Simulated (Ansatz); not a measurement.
# LiGeBr3: the cost of one run

Program: Ansatz 0.2.0. Level of theory: DFT PBE, scalar-relativistic, plane waves, PAW. These are calculated values, not measurements.

2 further runs of the same task are left out: 1 that didn't finish, 1 set aside as unsound or not needed.

## Step 1: The structure to begin with

It takes space group Pm-3m (No. 221, cubic). The conventional cell has a = 5.487 Å, b = 5.487 Å, c = 5.487 Å, α = 90.00°, β = 90.00°, γ = 90.00°. Li (site symmetry m-3m) has 12 Br at 3.88 Å as nearest neighbours. Around Ge (site symmetry m-3m) lie 6 Br at 2.74 Å. Br (site symmetry 4/mmm) has 2 Ge at 2.74 Å and 4 Li at 3.88 Å as nearest neighbours.

As a file:

```xyz
5
Lattice="5.4866 0.0000 0.0000 0.0000 5.4866 0.0000 0.0000 0.0000 5.4866" Properties=species:S:1:pos:R:3 pbc="T T T"
Li    2.7433    2.7433    2.7433
Ge    0.0000    0.0000    0.0000
Br    2.7433    0.0000    0.0000
Br    0.0000    2.7433    0.0000
Br    0.0000    0.0000    2.7433
```

The cell was relaxed beforehand at this level, from a generated guess; it needn't be the stable form of this composition. At a tolerance of 0.02 Å it has space group Pm-3m (No. 221); it has 33.03 Å³/atom, an uncorrected energy of -0.71 eV/atom over the elements.

## Step 2: Bands, states and charges

Input file input.yaml:

```yaml
crystal:
  lattice:
    - [5.4866424794, 0.0, 0.0]
    - [0.0, 5.4866424794, 0.0]
    - [0.0, 0.0, 5.4866424794]
  atoms:
    - { symbol: Li, position: [0.5, 0.5, 0.5] }
    - { symbol: Ge, position: [0.0, 0.0, 0.0] }
    - { symbol: Br, position: [0.5, 0.0, 0.0] }
    - { symbol: Br, position: [0.0, 0.5, 0.0] }
    - { symbol: Br, position: [0.0, 0.0, 0.5] }
basis:
  ecutwfc: 420
kpoints:
  mp_grid: { grid: [8, 8, 8] }
  band_path:
    path:
      - [[0.0, 0.0, 0.0], [0.0, 0.5, 0.0], [0.5, 0.5, 0.0], [0.0, 0.0, 0.0], [0.5, 0.5, 0.5], [0.0, 0.5, 0.0]]
      - [[0.5, 0.5, 0.5], [0.5, 0.5, 0.0]]
    npoints: 14
hamiltonian:
  xc: pbe
scf:
  occupations: { method: gaussian, width: 0.02 }
  n_extra_bands: 12
output:
  forces: true
  stress: true
  eigenvalues: true
  populations: true
  dos: { projected: true, de: 0.02, nscf_kmesh: { grid: [12, 12, 12] } }
  bader: true
```

Launch:

```sh
$ ansatz run input.yaml --threads 1 --pin off --max-ram 2560MiB --backend cpu --events-out ev --progress --plain --runs-dir out
```

**Question.** How long does this run take on 1 thread of Intel Xeon 6975P-C (Granite Rapids), shared host, and how much memory does it need?

About 34 s, with a peak of 0.57 GiB.
